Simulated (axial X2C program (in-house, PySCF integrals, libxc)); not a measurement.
**A two-component session on SnP⁺: properties at the nuclei**

Wanted for SnP⁺: properties at the nuclei, at the two-component level.

The runs use an in-house X2C program for linear molecules on PySCF integrals; two-component X2C with atomic mean-field terms, Sn dyall-cv3z, P dyall-v3z.

All values are calculated.

**1. Input**

Contents of task.json:

```json
{"zs": [50, 15], "q": 1, "bas": ["dyall-cv3z", "dyall-v3z"], "r0": 2.32, "levels": ["PBE0", "HF", "TPSSh", "LDA", "B3LYP"], "nst": 3}
```

Keys: zs atomic numbers; q charge; bas basis sets; r0 starting distance in Å; levels methods (HF also brings MP2); nst determinants followed.

Started as:

```console
python soeom.py task.json out
```

After this run come: Expectation values, lowest determinant; Expectation values, a higher determinant; Expectation values, a higher determinant.

Before running it: what results should come out? Wanted: lowest determinant; Eeff magnitude; Ws magnitude Sn; A∥/gI Sn; qzz Sn; higher determinant (for each run or level that gives them).

**Answer**, as computed:

| quantity | value |
| --- | --- |
| lowest determinant | Ω = 1 (excess of +ω over −ω: ω = -1/2, ω = 3/2) |
| Eeff magnitude (GV/cm), PBE0 | 0.37 |
| Ws magnitude Sn (kHz), PBE0 | 0.29 |
| A∥/gI Sn (MHz), PBE0 | -154 |
| qzz Sn (a.u.), PBE0 | -8.51 |
| higher determinant | Ω = 2 (excess of +ω over −ω: ω = 1/2, ω = 3/2) |
| Eeff magnitude (GV/cm), PBE0, higher determinant | 8.76 |
| Ws magnitude Sn (kHz), PBE0, higher determinant | 2.64 |
| A∥/gI Sn (MHz), PBE0, higher determinant | 481 |
| qzz Sn (a.u.), PBE0, higher determinant | -1.34 |
| higher determinant | Ω = 0 (closed shell) |
| qzz Sn (a.u.), PBE0, higher determinant | -7.42 |
| qzz P (a.u.), PBE0, higher determinant | -1.96 |

What this shows: In the first state, the effective field runs from 0.0182 to 3.11 GV/cm over the mean-field levels, so the levels don't agree on it. The expectation values come from single determinants, which for open shells can mix terms of unlike spin or miss the lowest Ω, so a determinant need not be a state. Eeff is the effective electric field on the electron dipole moment in this Ω state and Ws the scalar–pseudoscalar constant (defined with the proton number Z and per Ω); A∥ is the parallel hyperfine constant, which follows by multiplying with the nuclear g factor gI = μI/(I μN); qzz is the electric field gradient, eQq0 = 234.96 MHz × Q/barn × qzz. The operators were transformed with the bare-nucleus X2C matrices.
